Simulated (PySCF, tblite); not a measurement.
# C₅H₈O₂Si: geometry, infrared bands and NMR shifts

What infrared bands and NMR shifts should C₅H₈O₂Si (`C=C1O[SiH2]C=C[C@H]1O`) show?

The runs use tblite 0.8.0 and PySCF 2.14.0, with density-fitted response routines of our own; the level of theory stands in each step. All values are computed, except where a source is named. Atoms count from 0, in the outputs and in this text.

### 1 The molecule as given

16 atoms, charge 0, multiplicity 1; geometry from: force field or distance geometry start.

Bonds of the start (Å): C0–C1 1.35, C1–O2 1.40, O2–Si3 1.77, Si3–C4 1.85, C4–C5 1.33, C5–C6 1.47, C6–O7 1.42, C6–C1 1.46, C0–H8 1.06, C0–H9 1.09, Si3–H10 1.46, Si3–H11 1.46, C4–H12 1.09, C5–H13 1.09, C6–H14 1.12, O7–H15 0.98.

### 2 Optimising the geometry with GFN2-xTB

The job: settings as JSON, then the geometry in Å.

```
{"job": {"kind": "relax", "xc": "GFN2-xTB", "basis": "xTB"}, "charge": 0, "multiplicity": 1}
C      1.983800    -0.890100     0.871500
C      0.777800    -0.637300     0.324300
O     -0.263000    -1.419000     0.844400
Si    -1.853400    -0.987800     0.190000
C     -1.751200     0.824400    -0.170200
C     -0.556800     1.255700    -0.579800
C      0.611000     0.375700    -0.719200
O      1.743900     1.231500    -0.699500
H      2.850300    -0.361700     0.563800
H      2.060100    -1.648800     1.653600
H     -2.069300    -1.716600    -1.060700
H     -2.929400    -1.264400     1.140900
H     -2.616000     1.478800    -0.064500
H     -0.478200     2.322400    -0.802700
H      0.656500    -0.096000    -1.733700
H      1.826400     1.542100     0.230400
```

Run with:

```
$ OMP_NUM_THREADS=1 python probes_run.py task.json out
```

This one command runs all jobs of the session in turn.

**Question.** This job is followed by: GFN2-xTB harmonic vibrations, gas phase; GIAO PBE0/pcSseg-1 NMR shielding, non-relativistic, gas phase. What will the session give for the following? strongest single infrared mode (GFN2-xTB); zero-point energy (GFN2-xTB); 13C shifts against TMS (PBE0/pcSseg-1); 1H shifts against TMS (PBE0/pcSseg-1); 17O shifts against H2O (PBE0/pcSseg-1); 29Si shifts against TMS (PBE0/pcSseg-1); surface potential, 1st and 99th percentile.

As calculated:

| quantity | value |
| --- | --- |
| strongest single infrared mode (GFN2-xTB) | 2256 cm⁻¹, 336 km/mol |
| zero-point energy (GFN2-xTB) | 72.5 kcal/mol |
| 13C shifts against TMS (PBE0/pcSseg-1) | 165.1, 165.0, 129.1, 93.5, 73.2 ppm |
| 1H shifts against TMS (PBE0/pcSseg-1) | 7.20, 6.08, 5.36, 5.17, 4.83, 4.74, 4.61, 1.13 ppm |
| 17O shifts against H2O (PBE0/pcSseg-1) | 93.5, 61.0 ppm |
| 29Si shifts against TMS (PBE0/pcSseg-1) | -32.2 ppm |
| surface potential, 1st and 99th percentile | -1.35 V and 2.03 V |

Relaxing lowered the energy by 0.653 eV in 72 steps; the close pair that moved most is O2–Si3, from 1.773 to 1.636 Å. All 42 modes are real, so the xTB geometry is a minimum. The strongest single mode, at 2256 cm⁻¹, moves mainly H10. GFN2-xTB is a fitted tight-binding method: band positions and strengths are rough. Its intensities can rank the bands wrongly. By nearest atom (PBE0/pcSseg-1), the HOMO sits on C0 38 %; C1 22 % and the LUMO on C4, C5 about 28 % each; H12, H13 about 7 % each.
